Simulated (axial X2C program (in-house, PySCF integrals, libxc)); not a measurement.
# RuSi⁺: EOM-EA-CCSD levels

Aim: EOM-EA-CCSD levels of RuSi⁺, with spin–orbit coupling in the Hamiltonian from the start.

The runs use an in-house X2C program for linear molecules on PySCF integrals; two-component X2C with atomic mean-field terms, Ru dyall-acv3z, Si dyall-av3z.

All values are calculated.

## (1) Set-up

task.json reads:

```json
{"zs": [44, 14], "q": 1, "bas": ["dyall-acv3z", "dyall-av3z"], "r0": 2.41, "eom": "ea", "thr": -2.0, "nmax": 92, "grid": [1, 0.96, 1.045, 0.92, 1.09, 1.15]}
```

Keys: zs atomic numbers; q charge; bas basis sets; r0 starting distance in Å; eom kind of EOM run; thr threshold in hartree for freezing inner shells (an s shell follows its p shell); nmax most natural virtual spinors; grid distances as factors.

Launch:

```bash
$ python soeom.py task.json out
```

After this run come: EOM-EA-CCSD at 2.146 Å.

Q: Predict the outcome of this session. Wanted: next root led by one particle; T1 of the reference; lowest state, Re and ωe.

**Answer**, as computed:

| quantity | value |
| --- | --- |
| lowest root at 2.146 Å | Ω = 5/2, 14.004 eV |
| next root led by one particle | Ω = 1/2, about 5990 cm⁻¹ higher |
| T1 of the reference | 0.043 |
| lowest state, Re and ωe | 2.063 Å, 520 cm⁻¹ |

**Reading.** The added electron is bound by 14.00 eV in a spinor of 98% Ru dδ. Errors of 0.1 to 0.3 eV are usual at this size, and roots led by higher excitations are left out, so the list is incomplete, and low states of that kind can be missing. T1 or the largest double amplitude of the reference is raised, which lowers the reliability.
